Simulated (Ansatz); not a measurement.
# SiBr2Cl2: a ladder of functionals and wavefunction methods

Aim: compute SiBr2Cl2 with functionals from several rungs and with coupled cluster, and see how far each lands from CCSD(T) at the basis-set limit for the atomisation energy.

The runs use Ansatz 0.2.0, Gaussian basis; functionals in def2-TZVPP, the program's frozen cores in correlated methods.

Levels to be run: LDA (SPW92), PBE-D4, revPBE-D4, BLYP-D4, r2SCAN-D4, B97M-V, PBE0-D4, B3LYP-D4, r2SCANh-D4, r2SCAN0-D4, HSE06-D4, BHLYP-D4, CAM-B3LYP-D4, LC-ωPBE, ωB97X-V, ωB97M-V, B2PLYP, PBE-QIDH; CCSD(T)/def2-SVP; CCSD(T)/def2-TZVPP; MP2/def2-QZVPP; extrapolation to the limit; RPA on PBE.

## Step 1: The geometry

The geometry comes from an earlier relaxation with PBE0-D4 in a triple-zeta def2 set; it is a stationary point.

SMILES `Cl[Si](Cl)(Br)Br`, 5 atoms, charge 0, spin multiplicity 1.

Atoms are counted from 1 here; the program's logs count them from 0.

Bond lengths: Cl1–Si2 2.025 Å, Si2–Cl3 2.025 Å, Si2–Br4 2.190 Å, Si2–Br5 2.190 Å. Angles: Cl1–Si2–Cl3 109.1°, Cl1–Si2–Br4 109.5°, Cl1–Si2–Br5 109.5°, Cl3–Si2–Br4 109.5°, Cl3–Si2–Br5 109.5°, Br4–Si2–Br5 109.9°.

## Step 2: LDA

This LDA is Slater exchange with PW92 correlation.

Contents of in.yaml:

```yaml
crystal:
  periodic: [false, false, false]
  atoms:
    - {symbol: Cl, position_ang: [-0.615439, -0.277075, 1.920455]}
    - {symbol: Si, position_ang: [0.023112, -0.035386, 0.013872]}
    - {symbol: Cl, position_ang: [1.598195, -1.264430, -0.317464]}
    - {symbol: Br, position_ang: [-1.598978, -0.539446, -1.368211]}
    - {symbol: Br, position_ang: [0.642812, 2.042838, -0.290052]}
basis:
  gaussian: {orbitals: def2-TZVPP}
hamiltonian: {xc: lda}
output: {orbitals: {seedname: orbitals}}
```

Started as:

```console
$ ansatz run in.yaml --threads 4 --pin off --events-out ev --progress --plain --max-ram 10444MiB
```

The runs that follow: PBE-D4 (GGA); revPBE-D4 (GGA); BLYP-D4 (GGA); r2SCAN-D4 (meta-GGA); B97M-V (meta-GGA); PBE0-D4 (hybrid); B3LYP-D4 (hybrid); r2SCANh-D4 (hybrid); r2SCAN0-D4 (hybrid); HSE06-D4 (hybrid); BHLYP-D4 (hybrid); CAM-B3LYP-D4 (range-separated); LC-ωPBE (range-separated); ωB97X-V (range-separated); ωB97M-V (range-separated); B2PLYP (double hybrid); PBE-QIDH (double hybrid); CCSD(T) in def2-SVP; CCSD(T) in def2-TZVPP; MP2 in def2-QZVPP; RPA on PBE orbitals.

**Question.** What will the summary of the whole plan be? Wanted: atomisation energy, CCSD(T)/CBS; farthest beyond LDA; mean size of error, GGA; mean size of error, meta-GGA; mean size of error, hybrid; mean size of error, range-separated; mean size of error, double hybrid; gap, smallest and largest; T1 diagnostic.

The runs gave:

| quantity | value |
| --- | --- |
| atomisation energy, CCSD(T)/CBS | 1511.3 kJ/mol |
| functionals within 15.1 kJ/mol (1.0 %) | PBE-D4, r2SCAN-D4, B97M-V, PBE0-D4, r2SCANh-D4, HSE06-D4, ωB97X-V, PBE-QIDH |
| farthest beyond LDA | BHLYP-D4 (-91.7 kJ/mol) |
| mean size of error, GGA | 38.5 kJ/mol |
| mean size of error, meta-GGA | 5.5 kJ/mol |
| mean size of error, hybrid | 31.8 kJ/mol |
| mean size of error, range-separated | 37.7 kJ/mol |
| mean size of error, double hybrid | 37.7 kJ/mol |
| gap, smallest and largest | 5.28 eV (LDA (SPW92)), 12.66 eV (LC-ωPBE) |
| T1 diagnostic | 0.0077 |
| triples share of the correlation energy | 3.9 % |

In words: LDA overbinds by 222.0 kJ/mol (15 %). PBE-D4 misses by +14.7 kJ/mol. Double hybrids carry the basis error of their MP2 part in triple zeta, and no dispersion term here, so their miss is partly the set-up's. Taken by rung, meta-GGA functionals do best (5.5 kJ/mol on average) and GGA ones worst beyond LDA (38.5 kJ/mol). RPA and LDA stand outside this count. The reference freezes the cores and leaves out relativity and excitations past (T), and its outer-core shells are covered unevenly, so misses under about 15.1 kJ/mol can't be ranked. All levels share the lack of spin-orbit coupling, which lowers the free heavy atoms and so the true binding. Hartree-Fock recovers 71 % of the binding; the rest is correlation. CCSD(T) in def2-SVP is off by -190.9 kJ/mol, so the small basis spoils what the method gains. The gap grows from 5.3 to 12.7 eV across the functionals, mostly with the share of exact exchange. Correlated methods include outer-core shells of Br, which these sets cover unevenly.
